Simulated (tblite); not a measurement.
# C8H14NP: the cost of one run

Programs: tblite 0.8.0 and PySCF 2.14.0, with density-fitted response routines of our own. Each step states its level of theory. These are calculated values for one molecule in the gas phase, unless marked as measured. Atoms are numbered from 0 throughout.

## (1) Starting geometry

24 atoms, charge 0, multiplicity 1; geometry from: force field or distance geometry start.

Bonds of the start (Å): C0–P1 1.83, P1–C2 1.86, C2–C3 1.45, C3–N4 1.19, P1–C5 1.84, C5–C6 1.52, C6–C7 1.53, C7–C8 1.53, C8–C9 1.53, C9–C5 1.52, C0–H10 1.10, C0–H11 1.10, C0–H12 1.12, C2–H13 1.13, C2–H14 1.07, C5–H15 1.12, C6–H16 1.11, C6–H17 1.11, C7–H18 1.11, C7–H19 1.10, C8–H20 1.09, C8–H21 1.09, C9–H22 1.09, C9–H23 1.11.

## (2) Optimising the geometry with GFN2-xTB

What the job is given:

```
{"job": {"kind": "relax", "xc": "GFN2-xTB", "basis": "xTB"}, "charge": 0, "multiplicity": 1}
C     -2.496800     1.372100    -0.828800
P     -1.219000     0.060400    -0.771400
C     -1.839300    -1.555600    -0.103200
C     -2.504400    -1.388000     1.175500
N     -3.031400    -1.251400     2.231800
C      0.301200     0.553900     0.134900
C      0.912800    -0.666800     0.801000
C      2.383000    -0.256500     0.854700
C      2.570900     0.061000    -0.630000
C      1.410300     1.046000    -0.787500
H     -2.266000     2.153700    -0.090500
H     -2.652800     1.776800    -1.838400
H     -3.469600     0.905900    -0.523700
H     -2.647100    -1.885400    -0.822400
H     -1.104000    -2.336800    -0.075200
H      0.133100     1.316900     0.931400
H      0.486300    -0.840400     1.807000
H      0.779900    -1.512800     0.100000
H      2.412300     0.673800     1.465000
H      3.058100    -1.044300     1.205700
H      2.378800    -0.845000    -1.203200
H      3.542900     0.526400    -0.789600
H      1.078800     1.135500    -1.825900
H      1.770300     2.020600    -0.409700
```

Run with:

```sh
OMP_NUM_THREADS=1 python probes_run.py task.json out
```

One launch serves the whole session: the jobs run in the order shown.

Q: Estimate the wall time of this first job on 1 thread of Arm Neoverse V1, shared host.

About 1.2 s.
